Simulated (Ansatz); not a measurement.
**BH₃O₂S: a ladder of functionals and wavefunction methods**

One table from this session's results is given with a row withheld; the runs are named, their logs left out.

Computed with Ansatz 0.2.0, Gaussian basis. Level: functionals in def2-TZVPP, the program's frozen cores in correlated methods.

Plan: PBE-D4, r2SCAN-D4, PBE0-D4, B3LYP-D4, ωB97X-V, ωB97M-V, B2PLYP; CCSD(T)/def2-TZVPP; CCSD(T)/def2-QZVPP; extrapolation to the limit.

### The geometry

All runs share one geometry, relaxed beforehand with PBE0-D4 in a triple-zeta def2 set.

SMILES `OB(O)S`, 7 atoms, charge 0, spin multiplicity 1.

Atoms are counted from 1 here; the program's logs count them from 0.

Bond lengths: O1–B2 1.356 Å, O1–H5 0.961 Å, B2–O3 1.364 Å, B2–S4 1.829 Å, O3–H6 0.957 Å, S4–H7 1.342 Å. Angles: B2–O1–H5 112.0°, O1–B2–O3 119.2°, O1–B2–S4 115.3°, O3–B2–S4 125.5°, B2–O3–H6 115.3°, B2–S4–H7 96.9°.

The first run:

Contents of in.yaml:

```yaml
crystal:
  periodic: [false, false, false]
  atoms:
    - {symbol: O, position_ang: [-1.185973, 1.118361, 0.257038]}
    - {symbol: B, position_ang: [-0.197242, 0.221072, 0.017515]}
    - {symbol: O, position_ang: [-0.130946, -0.913501, 0.772628]}
    - {symbol: S, position_ang: [0.954596, 0.666722, -1.331474]}
    - {symbol: H, position_ang: [-1.761794, 0.836925, 0.973593]}
    - {symbol: H, position_ang: [0.588422, -1.507004, 0.555885]}
    - {symbol: H, position_ang: [1.732947, -0.422576, -1.245174]}
basis:
  gaussian: {orbitals: def2-TZVPP}
hamiltonian: {xc: pbe, dispersion: d4}
output: {forces: true, orbitals: {seedname: orbitals}}
```

Command:

```bash
ansatz run in.yaml --threads 2 --pin off --events-out ev --progress --plain --max-ram 20480MiB --backend cpu
```

Steps of the session up to this table: PBE-D4 (GGA); r2SCAN-D4 (meta-GGA); PBE0-D4 (hybrid); B3LYP-D4 (hybrid); ωB97X-V (range-separated); ωB97M-V (range-separated); B2PLYP (double hybrid); CCSD(T) in def2-TZVPP; CCSD(T) in def2-QZVPP.

One table of the session follows, with a row left open; its other results are not shown here.

```
            method  atomisation energy (eV)
            PBE-D4                   29.670
         r2SCAN-D4                   29.176
           PBE0-D4                   28.900
          B3LYP-D4                   28.846
           ωB97X-V                   28.980
           ωB97M-V                   29.165
            B2PLYP                   28.655
     HF/def2-TZVPP                   20.654
    MP2/def2-TZVPP                   29.057
   CCSD/def2-TZVPP                   27.629
CCSD(T)/def2-TZVPP                   28.136
           MP2/CBS                   29.899
       CCSD(T)/CBS                        ?
```

**Question.** Estimate the row for CCSD(T)/CBS.

The run gave: atomisation energy (eV): 28.966. In the column «atomisation energy (eV)» it lies between PBE0-D4 (28.900) and ωB97X-V (28.980).
